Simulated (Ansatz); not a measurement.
# AlFH2OZn: one species, many methods

Aim: compute AlFH2OZn with functionals from several rungs and with coupled cluster. The yardstick is the atomisation energy at the CCSD(T) limit.

Method: functionals in def2-TZVPP, the program's frozen cores in correlated methods; program: Ansatz 0.2.0, Gaussian basis.

Plan: LDA (SPW92), PBE-D4, revPBE-D4, BLYP-D4, r2SCAN-D4, B97M-V, PBE0-D4, B3LYP-D4, r2SCANh-D4, r2SCAN0-D4, HSE06-D4, BHLYP-D4, CAM-B3LYP-D4, LC-ωPBE, ωB97X-V, ωB97M-V, B2PLYP, PBE-QIDH; CCSD(T)/def2-SVP; CCSD(T)/def2-TZVPP; MP2/def2-QZVPP; extrapolation to the limit; RPA on PBE.

### Step 1. Structure used throughout

An earlier PBE0-D4 in a triple-zeta def2 set relaxation fixed the geometry.

SMILES `[OH][AlH][Zn][F]`, 6 atoms, charge 0, spin multiplicity 1.

Atoms are counted from 1 here; the program's logs count them from 0.

Bond lengths: O1–Al2 1.698 Å, O1–H5 0.957 Å, Al2–Zn3 2.445 Å, Al2–H6 1.590 Å, Zn3–F4 1.770 Å. Angles: Al2–O1–H5 123.7°, O1–Al2–Zn3 113.7°, O1–Al2–H6 119.1°, Zn3–Al2–H6 127.2°, Al2–Zn3–F4 179.7°.

### Step 2. LDA

This LDA is Slater exchange with PW92 correlation.

Input file in.yaml:

```yaml
crystal:
  periodic: [false, false, false]
  atoms:
    - {symbol: O, position_ang: [-1.280619, 1.048497, -0.555844]}
    - {symbol: Al, position_ang: [0.160179, 0.597188, 0.220812]}
    - {symbol: Zn, position_ang: [0.671279, -1.786484, 0.034499]}
    - {symbol: F, position_ang: [1.048197, -3.511237, -0.096155]}
    - {symbol: H, position_ang: [-1.615924, 1.944288, -0.572372]}
    - {symbol: H, position_ang: [1.016889, 1.707747, 0.969050]}
basis:
  gaussian: {orbitals: def2-TZVPP}
hamiltonian: {xc: lda}
output: {orbitals: {seedname: orbitals}}
```

On the command line:

```console
$ ansatz run in.yaml --threads 2 --pin off --events-out ev --progress --plain --max-ram 4352MiB
```

The runs that follow: PBE-D4 (GGA); revPBE-D4 (GGA); BLYP-D4 (GGA); r2SCAN-D4 (meta-GGA); B97M-V (meta-GGA); B3LYP-D4 (hybrid); r2SCANh-D4 (hybrid); r2SCAN0-D4 (hybrid); HSE06-D4 (hybrid); BHLYP-D4 (hybrid); CAM-B3LYP-D4 (range-separated); LC-ωPBE (range-separated); ωB97X-V (range-separated); ωB97M-V (range-separated); B2PLYP (double hybrid); PBE-QIDH (double hybrid); CCSD(T) in def2-SVP; CCSD(T) in def2-TZVPP; MP2 in def2-QZVPP; RPA on PBE orbitals.

Before running them: what should the planned runs give, taken together? Wanted: atomisation energy, CCSD(T)/CBS; farthest beyond LDA; mean size of error, GGA; mean size of error, meta-GGA; mean size of error, hybrid; mean size of error, range-separated; mean size of error, double hybrid; gap, smallest and largest; T1 diagnostic.

As calculated:

```
                               quantity                                      value
        atomisation energy, CCSD(T)/CBS                                  18.179 eV
    functionals within 0.091 eV (0.5 %)                 PBE-D4, r2SCAN-D4, ωB97X-V
                    farthest beyond LDA                       BHLYP-D4 (-1.183 eV)
                mean size of error, GGA                                   0.330 eV
           mean size of error, meta-GGA                                   0.082 eV
             mean size of error, hybrid                                   0.579 eV
    mean size of error, range-separated                                   0.101 eV
      mean size of error, double hybrid                                   0.442 eV
              gap, smallest and largest  3.90 eV (LDA (SPW92)), 10.20 eV (LC-ωPBE)
                          T1 diagnostic                                     0.0165
triples share of the correlation energy                                      3.0 %
```

What this shows: The LDA atomisation energy is off by 2.637 eV (15 %): it overbinds. PBE-D4 is off by +0.003 eV. Double hybrids carry the basis error of their MP2 part in triple zeta, and no dispersion term here, so their miss is partly the set-up's. By mean error the best rung here is meta-GGA (0.082 eV) and the worst beyond LDA is hybrid (0.579 eV). The gap between the best rungs is small, so their order is not settled. The mean of the hybrids holds BHLYP, with half exact exchange. The reference freezes the cores and leaves out relativity and excitations past (T), so misses under about 0.091 eV can't be ranked. Hartree-Fock recovers 69 % of the binding; the rest is correlation. CCSD(T) in def2-SVP is off by -1.662 eV, so the small basis spoils what the method gains. The gap grows from 3.9 to 10.2 eV across the functionals, mostly with the share of exact exchange. For Zn the d shell is correlated and the shells below it are frozen.
